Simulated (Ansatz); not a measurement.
**Cl2FHZn: two geometries relaxed**

Aim: relax the geometries before and after the reaction (ligand exchange), and see whether they are two minima and how far apart in energy. Meant to form: Zn1–F4, H5–Cl2; to break: Zn1–Cl2, H5–F4. The start is a guess near the saddle point, from which both ends are pulled out.

Method: RKS PBE0-D4/def2-SVP, in Ansatz 0.2.0.

## 1. Starting point

Bond lengths: Zn1–Cl2 2.590 Å, Zn1–Cl3 2.240 Å, Zn1–F4 2.000 Å. Angles: Cl2–Zn1–Cl3 180.0°, Cl2–Zn1–F4 71.6°, Cl3–Zn1–F4 108.4°.

As a file:

```xyz
5

Zn    0.0000    0.0000    0.0000
Cl    0.0000    0.0000    2.5900
Cl    0.0000    0.0000   -2.2400
F    -1.8980    0.0000    0.6306
H    -1.4168    0.0000    1.7691
```

## 2. Pulling towards end A

Springs on the bonds that form and break draw the guess towards this end; the thresholds are loose.

The input, input.yaml:

```yaml
crystal:
  periodic: [false, false, false]
  atoms:
    - { symbol: Zn, position_ang: [0.0, 0.0, 0.0] }
    - { symbol: Cl, position_ang: [0.0, 0.0, 2.59] }
    - { symbol: Cl, position_ang: [0.0, 0.0, -2.24] }
    - { symbol: F, position_ang: [-1.898, 0.0, 0.6306] }
    - { symbol: H, position_ang: [-1.4168, 0.0, 1.7691] }
basis:
  gaussian: { orbitals: def2-SVP }
hamiltonian:
  xc: pbe0
  dispersion: d4
relax:
  f_tol: 0.15
  max_steps: 25
  restrain:
    - { distance: [0, 3], at: 2.9, k: 30.0 }
    - { distance: [4, 1], at: 2.57, k: 30.0 }
    - { distance: [0, 1], at: 2.24, k: 30.0 }
    - { distance: [4, 3], at: 0.92, k: 30.0 }
output:
  orbitals: {}
```

Run with:

```sh
$ ansatz run input.yaml --threads 2 --pin off --max-ram 3072MiB --backend cpu --events-out ev --progress --plain --runs-dir out
```

The program printed, shortened:

```text
Warning: RAYON_NUM_THREADS=2 ignored (pool sized by the plan → 2); use --threads N
[...]
Functional definition: PBE0
[...]
857 factors; integrals over basis functions are off by at most 3.6e-4 eV
[...]
mean field -76165.92644150 eV, -2799.0461696058 hartree, gradient 8.8e-5 eV, S^2 0.000000; 0 other end points of the search recorded, 0 dependent functions left out
[...]
reference -76165.92647337 eV, -2799.0461707772 hartree; 37, 37 occupied and 49, 49 virtual orbitals, 857 factors
relax step   1: F+E_penalty+E_count = -76166.01377673 eV  Δ(F+E_penalty+E_count) = +0.000e0 eV  max|allowed force component| = 1.949e0 eV/Å  E_restraint = 28.53019853 eV  max|allowed force component, restraints' pulls added| = 2.806e1 eV/Å  Δτ_max = 0.0000 Å  (28 SCF iters, accepted)
[...]
relax step   5: F+E_penalty+E_count = -76166.78556246 eV  Δ(F+E_penalty+E_count) = -2.362e-1 eV  max|allowed force component| = 1.472e0 eV/Å  E_restraint = 0.04089196 eV  max|allowed force component, restraints' pulls added| = 9.263e-1 eV/Å  Δτ_max = 0.1969 Å  (29 SCF iters, accepted)
[...]
relax step   6: F+E_penalty+E_count = -76166.84343537 eV  Δ(F+E_penalty+E_count) = -5.787e-2 eV  max|allowed force component| = 1.158e0 eV/Å  E_restraint = 0.02241023 eV  max|allowed force component, restraints' pulls added| = 9.551e-2 eV/Å  Δτ_max = 0.1798 Å  (30 SCF iters, accepted)
  distance Zn 0 - F 3 = 2.8873 Å
  distance H 4 - Cl 1 = 2.5689 Å
  distance Zn 0 - Cl 1 = 2.2039 Å
  distance H 4 - F 3 = 0.9252 Å
857 factors; integrals over basis functions are off by at most 3.5e-4 eV
[...]
mean field -76166.75865190 eV, -2799.0767527738 hartree, gradient 1.1e-5 eV, S^2 0.000000; 1 other end points of the search recorded, 0 dependent functions left out
[...]
reference -76166.75868374 eV, -2799.0767539442 hartree; 37, 37 occupied and 49, 49 virtual orbitals, 857 factors
Total energy: -76166.84346722 eV, -2799.0798696795 hartree
Atom 0 at     0.313995    -0.000000     0.000587 Å, force    -0.289134     0.000000     1.158421 eV/Å
Atom 1 at     0.499512    -0.000000     2.196643 Å, force    -0.215021    -0.000000    -1.030889 eV/Å
Atom 2 at     0.328157     0.000000    -2.090448 Å, force     0.032289    -0.000000    -0.066707 eV/Å
Atom 3 at    -2.428261    -0.000000     0.904316 Å, force     0.275229     0.000000    -0.251211 eV/Å
Atom 4 at    -2.028202     0.000000     1.738601 Å, force     0.196637    -0.000000     0.190386 eV/Å
Dipole moment:     0.084447     0.000000     0.227139 e Å
```

Run time: 14 s. Hardware: 2 threads of Arm Neoverse V2, shared host; peak memory 0.19 GiB.

Relaxation path:

```csv
step,energy from step 1 (eV),largest force component (eV/Å)
1,0.0000,1.9490
2,-0.1879,2.5334
3,-0.3226,2.2689
4,-0.5356,1.8349
5,-0.7718,1.4716
6,-0.8297,1.1584
```

Step 1 is the start. Energies and forces in the table leave out the springs, which the log lists apart; the run stops on the force with the springs' pull added.

After: Bond lengths: Zn1–Cl2 2.204 Å, Zn1–Cl3 2.091 Å, F4–H5 0.925 Å. Angles: Cl2–Zn1–Cl3 174.8°.

Pairs that crossed the distance rule for bonds on the way: came closer F4–H5; moved apart Zn1–F4.

## 3. End point A

It starts where the restrained run ended.

The input, input.yaml:

```yaml
crystal:
  periodic: [false, false, false]
  atoms:
    - { symbol: Zn, position_ang: [0.313995, 0.0, 0.000587] }
    - { symbol: Cl, position_ang: [0.499512, 0.0, 2.196643] }
    - { symbol: Cl, position_ang: [0.328157, 0.0, -2.090448] }
    - { symbol: F, position_ang: [-2.428261, 0.0, 0.904316] }
    - { symbol: H, position_ang: [-2.028202, 0.0, 1.738601] }
basis:
  gaussian: { orbitals: def2-SVP }
hamiltonian:
  xc: pbe0
  dispersion: d4
relax:
  f_tol: 0.03
  max_steps: 50
output:
  orbitals: {}
```

Run with:

```sh
$ ansatz run input.yaml --threads 2 --pin off --max-ram 3072MiB --backend cpu --events-out ev --progress --plain --runs-dir out
```

The program printed, shortened:

```text
Warning: RAYON_NUM_THREADS=2 ignored (pool sized by the plan → 2); use --threads N
[...]
[... 1 set-up line as earlier in the session ...]
[...]
851 factors; integrals over basis functions are off by at most 3.2e-4 eV
[...]
mean field -76166.75866931 eV, -2799.0767534138 hartree, gradient 7.4e-5 eV, S^2 0.000000; 0 other end points of the search recorded, 0 dependent functions left out
[...]
reference -76166.75870114 eV, -2799.0767545834 hartree; 37, 37 occupied and 49, 49 virtual orbitals, 851 factors
relax step   1: F+E_penalty+E_count = -76166.84345278 eV  Δ(F+E_penalty+E_count) = +0.000e0 eV  max|allowed force component| = 1.158e0 eV/Å  Δτ_max = 0.0000 Å  (27 SCF iters, accepted)
[...]
relax step   5: F+E_penalty+E_count = -76167.13833823 eV  Δ(F+E_penalty+E_count) = -3.221e-3 eV  max|allowed force component| = 4.319e-2 eV/Å  Δτ_max = 0.0298 Å  (30 SCF iters, accepted)
[...]
relax step   6: F+E_penalty+E_count = -76167.13878597 eV  Δ(F+E_penalty+E_count) = -4.477e-4 eV  max|allowed force component| = 1.441e-2 eV/Å  Δτ_max = 0.0128 Å  (30 SCF iters, accepted)
854 factors; integrals over basis functions are off by at most 3.3e-4 eV
[...]
mean field -76167.04731732 eV, -2799.0873610325 hartree, gradient 1.7e-5 eV, S^2 0.000000; 1 other end points of the search recorded, 0 dependent functions left out
[...]
reference -76167.04734918 eV, -2799.0873622034 hartree; 37, 37 occupied and 49, 49 virtual orbitals, 854 factors
Total energy: -76167.13881783 eV, -2799.0907236141 hartree
Atom 0 at    -0.040776     0.000000     0.083348 Å, force     0.007785     0.000000     0.007302 eV/Å
Atom 1 at     0.337938    -0.000000     2.216620 Å, force    -0.008249    -0.000000    -0.010396 eV/Å
Atom 2 at     0.269283    -0.000000    -1.998787 Å, force    -0.001004    -0.000000     0.001572 eV/Å
Atom 3 at    -2.118662     0.000000     0.784945 Å, force    -0.012940    -0.000000    -0.011949 eV/Å
Atom 4 at    -1.762581    -0.000000     1.663573 Å, force     0.014408    -0.000000     0.013471 eV/Å
Dipole moment:    -0.229779     0.000000     0.316669 e Å
```

Wall time 15 s (2 threads of Arm Neoverse V2, shared host); peak memory 0.18 GiB.

The steps of the relaxation:

```csv
step,energy from step 1 (eV),largest force component (eV/Å)
1,0.0000,1.1585
2,-0.1644,0.4645
3,-0.2759,0.5995
4,-0.2917,0.1545
5,-0.2949,0.0432
6,-0.2953,0.0144
```

Step 1 is the start.

After: Bond lengths: Zn1–Cl2 2.167 Å, Zn1–Cl3 2.105 Å, F4–H5 0.948 Å. Angles: Cl2–Zn1–Cl3 161.5°.

## 4. A restrained relaxation towards end B

Springs on the bonds that form and break draw the guess towards this end; the thresholds are loose.

The input, input.yaml:

```yaml
crystal:
  periodic: [false, false, false]
  atoms:
    - { symbol: Zn, position_ang: [0.0, 0.0, 0.0] }
    - { symbol: Cl, position_ang: [0.0, 0.0, 2.59] }
    - { symbol: Cl, position_ang: [0.0, 0.0, -2.24] }
    - { symbol: F, position_ang: [-1.898, 0.0, 0.6306] }
    - { symbol: H, position_ang: [-1.4168, 0.0, 1.7691] }
basis:
  gaussian: { orbitals: def2-SVP }
hamiltonian:
  xc: pbe0
  dispersion: d4
relax:
  f_tol: 0.15
  max_steps: 25
  restrain:
    - { distance: [0, 3], at: 1.7, k: 30.0 }
    - { distance: [4, 1], at: 1.37, k: 30.0 }
    - { distance: [0, 1], at: 3.44, k: 30.0 }
    - { distance: [4, 3], at: 2.12, k: 30.0 }
```

Run with:

```sh
$ ansatz run input.yaml --threads 2 --pin off --max-ram 3072MiB --backend cpu --events-out ev --progress --plain --runs-dir out
```

The program printed, shortened:

```text
Warning: RAYON_NUM_THREADS=2 ignored (pool sized by the plan → 2); use --threads N
[...]
[... 1 set-up line as earlier in the session ...]
[...]
857 factors; integrals over basis functions are off by at most 3.6e-4 eV
[...]
mean field -76165.92644150 eV, -2799.0461696058 hartree, gradient 8.8e-5 eV, S^2 0.000000; 0 other end points of the search recorded, 0 dependent functions left out
[...]
reference -76165.92647337 eV, -2799.0461707772 hartree; 37, 37 occupied and 49, 49 virtual orbitals, 857 factors
relax step   1: F+E_penalty+E_count = -76166.01377673 eV  Δ(F+E_penalty+E_count) = +0.000e0 eV  max|allowed force component| = 1.949e0 eV/Å  E_restraint = 24.98188610 eV  max|allowed force component, restraints' pulls added| = 2.685e1 eV/Å  Δτ_max = 0.0000 Å  (28 SCF iters, accepted)
[...]
  distance Zn 0 - F 3 = 1.7263 Å
  distance H 4 - Cl 1 = 1.3338 Å
  distance Zn 0 - Cl 1 = 3.4370 Å
  distance H 4 - F 3 = 2.1115 Å
857 factors; integrals over basis functions are off by at most 1.1e-3 eV
mean field -76166.11526098 eV, -2799.0531085940 hartree, gradient 2.1e-5 eV, S^2 0.000000; 1 other end points of the search recorded, 0 dependent functions left out
[...]
reference -76166.11529677 eV, -2799.0531099091 hartree; 37, 37 occupied and 49, 49 virtual orbitals, 857 factors
Total energy: -76166.19488824 eV, -2799.0560348416 hartree
Atom 0 at    -0.788145     0.000022    -0.609040 Å, force     0.636216    -0.000777    -0.434530 eV/Å
Atom 1 at     0.142673    -0.001051     2.699552 Å, force    -1.100738     0.003173    -0.464855 eV/Å
Atom 2 at     0.601758     0.000343    -2.173379 Å, force     0.001659     0.000358     0.084449 eV/Å
Atom 3 at    -2.126339    -0.001073     0.481573 Å, force    -0.509606     0.001023     0.729255 eV/Å
Atom 4 at    -1.144747     0.001759     2.350993 Å, force     0.972469    -0.003777     0.085681 eV/Å
Dipole moment:    -0.177051     0.001036    -0.023106 e Å
```

Run time: 18 s. Hardware: 2 threads of Arm Neoverse V2, shared host; peak memory 0.18 GiB.

Step by step:

```csv
step,energy from step 1 (eV),largest force component (eV/Å)
1,0.0000,1.9490
2,0.4714,2.0504
3,0.5751,2.1827
4,0.3755,1.5495
5,0.0380,1.0602
6,-0.1236,1.1210
7,-0.1504,1.2303
8,-0.1811,1.1007
```

Step 1 is the start. Energies and forces in the table leave out the springs, which the log lists apart; the run stops on the force with the springs' pull added.

After: Bond lengths: Zn1–Cl3 2.093 Å, Zn1–F4 1.726 Å, Cl2–H5 1.334 Å. Angles: Cl3–Zn1–F4 170.8°.

Pairs that crossed the distance rule for bonds on the way: came closer Cl2–H5; moved apart Zn1–Cl2.

## 5. End point B

It starts where the restrained run ended.

The input, input.yaml:

```yaml
crystal:
  periodic: [false, false, false]
  atoms:
    - { symbol: Zn, position_ang: [-0.788145, 2.2e-05, -0.60904] }
    - { symbol: Cl, position_ang: [0.142673, -0.001051, 2.699552] }
    - { symbol: Cl, position_ang: [0.601758, 0.000343, -2.173379] }
    - { symbol: F, position_ang: [-2.126339, -0.001073, 0.481573] }
    - { symbol: H, position_ang: [-1.144747, 0.001759, 2.350993] }
basis:
  gaussian: { orbitals: def2-SVP }
hamiltonian:
  xc: pbe0
  dispersion: d4
relax:
  f_tol: 0.03
  max_steps: 50
```

Run with:

```sh
$ ansatz run input.yaml --threads 2 --pin off --max-ram 3072MiB --backend cpu --events-out ev --progress --plain --runs-dir out
```

The program printed, shortened:

```text
Warning: RAYON_NUM_THREADS=2 ignored (pool sized by the plan → 2); use --threads N
[...]
[... 1 set-up line as earlier in the session ...]
[...]
856 factors; integrals over basis functions are off by at most 2.5e-4 eV
[...]
mean field -76166.11529396 eV, -2799.0531098060 hartree, gradient 2.9e-5 eV, S^2 0.000000; 0 other end points of the search recorded, 0 dependent functions left out
[...]
reference -76166.11532976 eV, -2799.0531111214 hartree; 37, 37 occupied and 49, 49 virtual orbitals, 856 factors
relax step   1: F+E_penalty+E_count = -76166.19488542 eV  Δ(F+E_penalty+E_count) = +0.000e0 eV  max|allowed force component| = 1.101e0 eV/Å  Δτ_max = 0.0000 Å  (26 SCF iters, accepted)
[...]
relax step   5: F+E_penalty+E_count = -76166.48384018 eV  Δ(F+E_penalty+E_count) = -1.566e-2 eV  max|allowed force component| = 4.602e-1 eV/Å  Δτ_max = 0.0318 Å  (31 SCF iters, accepted)
[...]
860 factors; integrals over basis functions are off by at most 1.0e-3 eV
[...]
mean field -76167.04735721 eV, -2799.0873624985 hartree, gradient 1.7e-5 eV, S^2 0.000000; 1 other end points of the search recorded, 0 dependent functions left out
[...]
reference -76167.04738908 eV, -2799.0873636697 hartree; 37, 37 occupied and 49, 49 virtual orbitals, 860 factors
Total energy: -76167.13880908 eV, -2799.0907232929 hartree
Atom 0 at    -0.039212     0.003289     0.084843 Å, force    -0.002926    -0.000234     0.000205 eV/Å
Atom 1 at     0.326405     0.009705     2.219548 Å, force    -0.002959     0.000092     0.002723 eV/Å
Atom 2 at     0.290042     0.001222    -1.994520 Å, force    -0.006121     0.000059     0.006008 eV/Å
Atom 3 at    -2.123984    -0.009131     0.780454 Å, force     0.002304     0.000076    -0.013690 eV/Å
Atom 4 at    -1.768052    -0.005085     1.659374 Å, force     0.009701     0.000006     0.004755 eV/Å
Dipole moment:    -0.230100    -0.000771     0.314319 e Å
```

It took 35 s on 2 threads of Arm Neoverse V2, shared host; peak memory 0.18 GiB.

Relaxation path:

```csv
step,energy from step 1 (eV),largest force component (eV/Å)
1,0.0000,1.1007
2,-0.1182,0.6098
3,-0.2212,0.6004
4,-0.2733,0.6406
5,-0.2890,0.4602
6,-0.3145,0.3161
7,-0.3974,0.8944
8,-0.5398,0.8595
9,-0.6820,1.3322
10,-0.7783,3.5577
11,-0.8722,1.8939
12,-0.8955,0.9500
13,-0.8995,0.3259
14,-0.8999,0.5656
15,-0.9424,0.0527
16,-0.9439,0.0137
```

Step 1 is the start.

After: Bond lengths: Zn1–Cl2 2.166 Å, Zn1–Cl3 2.105 Å, F4–H5 0.948 Å. Angles: Cl2–Zn1–Cl3 161.3°.

Pairs that crossed the distance rule for bonds on the way: came closer Zn1–Cl2, F4–H5; moved apart Zn1–F4, Cl2–H5.

## 6. Outcome

| quantity | value |
| --- | --- |
| end A | 5 moves, 0.295 eV lower |
| end B | 15 moves, 0.944 eV lower |
| largest difference between the ends | 0.01 Å |
| end B relative to end A | +0.000 eV |

Both starts fell into the same minimum (no atom differs by more than 0.01 Å), so from this start no second minimum was found and no band was run; another arrangement could still be one.
